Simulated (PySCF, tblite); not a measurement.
# C6H13NOSi2: geometry, infrared bands and NMR shifts

Aim: predict the infrared bands and NMR shifts of C6H13NOSi2 (`[SiH3]C[SiH2]CCc1ncco1`).

Computed with tblite 0.8.0 and PySCF 2.14.0, with density-fitted response routines of our own, on a single molecule in the gas phase. Atoms are numbered from 0 throughout.

## (1) The molecule as given

23 atoms, charge 0, multiplicity 1; geometry from: force field or distance geometry start.

Bonds of the start (Å): Si0–C1 1.85, C1–Si2 1.86, Si2–C3 1.88, C3–C4 1.54, C4–C5 1.49, C5–N6 1.32, N6–C7 1.36, C7–C8 1.38, C8–O9 1.36, O9–C5 1.36, Si0–H10 1.48, Si0–H11 1.49, Si0–H12 1.47, C1–H13 1.09, C1–H14 1.08, Si2–H15 1.49, Si2–H16 1.48, C3–H17 1.09, C3–H18 1.10, C4–H19 1.10, C4–H20 1.09, C7–H21 1.08, C8–H22 1.07.

## (2) Geometry optimisation with GFN2-xTB

The job: settings as JSON, then the geometry in Å.

```
{"job": {"kind": "relax", "xc": "GFN2-xTB", "basis": "xTB"}, "charge": 0, "multiplicity": 1}
Si     2.695300     2.006200     0.634800
C      1.335400     1.016300    -0.145500
Si     1.588800    -0.739700     0.414800
C      0.354300    -1.910700    -0.395100
C     -1.076900    -1.908700     0.164200
C     -1.846100    -0.698000    -0.245800
N     -2.183200     0.345300     0.486700
C     -2.863700     1.150100    -0.380300
C     -2.904900     0.555000    -1.622300
O     -2.253900    -0.631400    -1.543300
H      2.633600     1.955600     2.117400
H      2.532600     3.427400     0.235100
H      4.021600     1.565800     0.183600
H      0.370000     1.393800     0.175800
H      1.378000     1.093200    -1.225100
H      1.464500    -0.868900     1.897900
H      2.936600    -1.199400     0.027500
H      0.351100    -1.749000    -1.469300
H      0.757400    -2.924500    -0.231800
H     -1.071800    -1.992400     1.256300
H     -1.608900    -2.781600    -0.222200
H     -3.293000     2.094800    -0.076800
H     -3.321600     0.827800    -2.571200
```

Launch:

```console
OMP_NUM_THREADS=1 python probes_run.py task.json out
```

The driver reads the jobs from task.json and runs them one after another.

**Question.** This job is followed by: GFN2-xTB harmonic vibrations, gas phase; GIAO PBE0/pcSseg-1 NMR shielding, non-relativistic, gas phase. Predict these results of the whole session: strongest single infrared mode (GFN2-xTB); zero-point energy (GFN2-xTB); ¹³C shifts against TMS (PBE0/pcSseg-1); ¹H shifts against TMS (PBE0/pcSseg-1, means over atoms taken as alike); ²⁹Si shifts against TMS (PBE0/pcSseg-1); ¹⁵N shifts against NH3 (PBE0/pcSseg-1); ¹⁷O shifts against H2O (PBE0/pcSseg-1).

As calculated:

| quantity | value |
| --- | --- |
| strongest single infrared mode (GFN2-xTB) | 2234 cm⁻¹, 424 km/mol |
| zero-point energy (GFN2-xTB) | 106.7 kcal/mol |
| ¹³C shifts against TMS (PBE0/pcSseg-1) | 171.0, 144.0, 135.4, 29.8, 13.5, -14.5 ppm |
| ¹H shifts against TMS (PBE0/pcSseg-1, means over atoms taken as alike) | 7.70, 7.28, 4.12, 3.77, 3.26, 1.25, -1.06 ppm |
| ²⁹Si shifts against TMS (PBE0/pcSseg-1) | -37.4, -74.3 ppm |
| ¹⁵N shifts against NH3 (PBE0/pcSseg-1) | 295.4 ppm |
| ¹⁷O shifts against H2O (PBE0/pcSseg-1) | 320.1 ppm |

Relaxing lowered the energy by 0.211 eV in 150 steps; the close pair that moved most is Si0–C1, from 1.854 to 1.897 Å. No mode is imaginary among the 63: a minimum at this level. The strongest single mode, at 2234 cm⁻¹, moves mainly H11. Unscaled tight-binding wavenumbers are off by several per cent, some by more. Its intensities can rank the bands wrongly. At PBE0/pcSseg-1: Shielding is most anisotropic at N6 (span 450 ppm, paramagnetic term -357 ppm). NICS(1)zz of -29 ppm above the planar ring from C5 marks a diatropic (aromatic) ring current.
